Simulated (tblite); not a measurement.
# C5H8BF3Si: the cost of one run

Computed with tblite 0.8.0 and PySCF 2.14.0, with density-fitted response routines of our own, on a single molecule in the gas phase. Atoms count from 0, in the outputs and in this text.

## (1) The molecule as given

18 atoms, charge 0, multiplicity 1; geometry from: force field or distance geometry start.

Bonds of the start (Å): C0–B1 1.59, B1–C2 1.55, C2–C3 1.20, C3–Si4 1.81, B1–C5 1.60, C5–C6 1.53, C6–F7 1.39, C6–F8 1.37, C6–F9 1.39, C0–H10 1.12, C0–H11 1.10, C0–H12 1.13, Si4–H13 1.48, Si4–H14 1.46, Si4–H15 1.48, C5–H16 1.10, C5–H17 1.11.

## (2) Geometry optimisation with GFN2-xTB

What the job is given:

```
{"job": {"kind": "relax", "xc": "GFN2-xTB", "basis": "xTB"}, "charge": 0, "multiplicity": 1}
C     -1.078900    -2.147100    -0.612900
B     -0.671100    -0.608500    -0.535400
C      0.826400    -0.239800    -0.381600
C      1.978500     0.069000    -0.281600
Si     3.727800     0.510400    -0.095900
C     -1.784400     0.531200    -0.644900
C     -1.902000     1.366600     0.633100
F     -0.715400     2.043000     0.897000
F     -2.911800     2.287300     0.481300
F     -2.211900     0.547500     1.718000
H     -1.592000    -2.337200    -1.584700
H     -0.196800    -2.799500    -0.527900
H     -1.792600    -2.379400     0.225800
H      4.330500     0.663200    -1.441000
H      4.433100    -0.536000     0.636700
H      3.834500     1.782600     0.643200
H     -2.760000     0.062600    -0.856800
H     -1.522700     1.190400    -1.494500
```

The run is started by

```bash
$ OMP_NUM_THREADS=1 python probes_run.py task.json out
```

One launch serves the whole session: the jobs run in the order shown.

Q: Estimate the wall time and peak memory of this first job on 1 thread of Intel Xeon at 2.50GHz, shared host.

About 5.1 s, with a peak of 0.18 GiB.
